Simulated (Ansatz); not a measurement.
**ClHOSn: basis-set convergence**

An exercise on one series of results from a longer session: the logs are not shown, and one member is left open.

The runs use Ansatz 0.2.0, Gaussian basis; one geometry, several basis sets.

The runs, in order: PBE0-D4/def2-SVP; ωB97M-V/def2-SVP; PBE0-D4/def2-QZVPP; ωB97M-V/def2-QZVPP; the functionals' def2-TZVPP values are taken from earlier runs.

## Structure used throughout

An earlier PBE0-D4 in a triple-zeta def2 set relaxation fixed the geometry. Sn takes the def2 core potential; no spin-orbit term is included.

SMILES `[OH][Sn][Cl]`, 4 atoms, charge 0, spin multiplicity 1.

Atoms are counted from 1 here; the program's logs count them from 0.

Bond lengths: O1–Sn2 1.974 Å, O1–H4 0.961 Å, Sn2–Cl3 2.361 Å. Angles: Sn2–O1–H4 114.9°, O1–Sn2–Cl3 94.3°.

Set-up of the first run:

Input file in.yaml:

```yaml
crystal:
  periodic: [false, false, false]
  atoms:
    - {symbol: O, position_ang: [-0.412691, 0.565476, -0.700561]}
    - {symbol: Sn, position_ang: [-0.288162, -0.630260, 0.864718]}
    - {symbol: Cl, position_ang: [2.059846, -0.846819, 0.738027]}
    - {symbol: H, position_ang: [-1.303393, 0.851304, -0.922483]}
basis:
  gaussian: {orbitals: def2-SVP}
hamiltonian: {xc: pbe0, dispersion: d4}
output: {orbitals: {seedname: orbitals}}
```

Command:

```sh
ansatz run in.yaml --threads 4 --pin off --events-out ev --progress --plain --max-ram 10444MiB
```

Among the steps run: PBE0-D4 in def2-SVP; ωB97M-V in def2-SVP; PBE0-D4 in def2-QZVPP; ωB97M-V in def2-QZVPP.

One table of the session follows, with a row left open; its other results are not shown here.

It belongs to the step «Functionals by basis». 

| functional | basis | HOMO (eV) | LUMO (eV) |
| --- | --- | --- | --- |
| PBE0-D4 | def2-SVP | -7.42 | -2.35 |
| PBE0-D4 | def2-TZVPP | -7.63 | -2.52 |
| PBE0-D4 | def2-QZVPP | -7.68 | -2.56 |
| ωB97M-V | def2-SVP | ? | ? |
| ωB97M-V | def2-TZVPP | -9.73 | -0.76 |
| ωB97M-V | def2-QZVPP | -9.79 | -0.84 |

Q: Estimate the row for ωB97M-V, def2-SVP from the others.

The run gave: HOMO (eV): -9.47; LUMO (eV): -0.51. In the column «HOMO (eV)» it lies between ωB97M-V, def2-TZVPP (-9.73) and PBE0-D4, def2-QZVPP (-7.68).
